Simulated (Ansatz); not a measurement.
**Cd2S in Ansatz: the effect of functional**

Cd2S:

```
CELL_PARAMETERS angstrom
3.90911 0.00000 0.00000
-1.95456 3.38539 0.00000
0.00000 0.00000 5.73068
ATOMIC_POSITIONS crystal
Cd 0.33333 0.66667 0.93272
Cd 0.66667 0.33333 0.57873
S 0.33333 0.66667 0.36571
```

The cell comes from a database or a generator and needn't be the stable form of this composition.

The cell isn't the ideal one: volume scaled by 0.96.

Alike in all runs:

* Program: Ansatz 0.2.0
* Task: single point
* Potentials or basis: Ansatz PAW
* k mesh: 8 × 8 × 5
* Occupations: fermi-dirac, width 0.05 eV
* Spin: no spin polarisation

```csv
functional,cutoff,gap on the mesh (eV),pressure (GPa),largest force (eV/Å)
LDA,420 eV (not typed: the program's choice for these potentials),0.22,-3.4,0.09
PBEsol,420 eV (not typed: the program's choice for these potentials),?,?,?
r2SCAN,500 eV (not typed: the program's choice for these potentials),0.29,0.2,0.13
```

Task: What does the run with functional PBEsol give?

Result: gap on the mesh 0.20 eV; pressure -1.3 GPa; largest force 0.06 eV/Å.

Caveats: odd divisions of the mesh miss points on the zone boundary, where band edges often lie, so the gap on the mesh can be too wide; the PAW data sets come from PBE, with cores solved anew for the run's functional, which leaves a small shift of forces and pressure.

A k mesh can miss the band edges.

Runs at the PBE level aren't shown here.
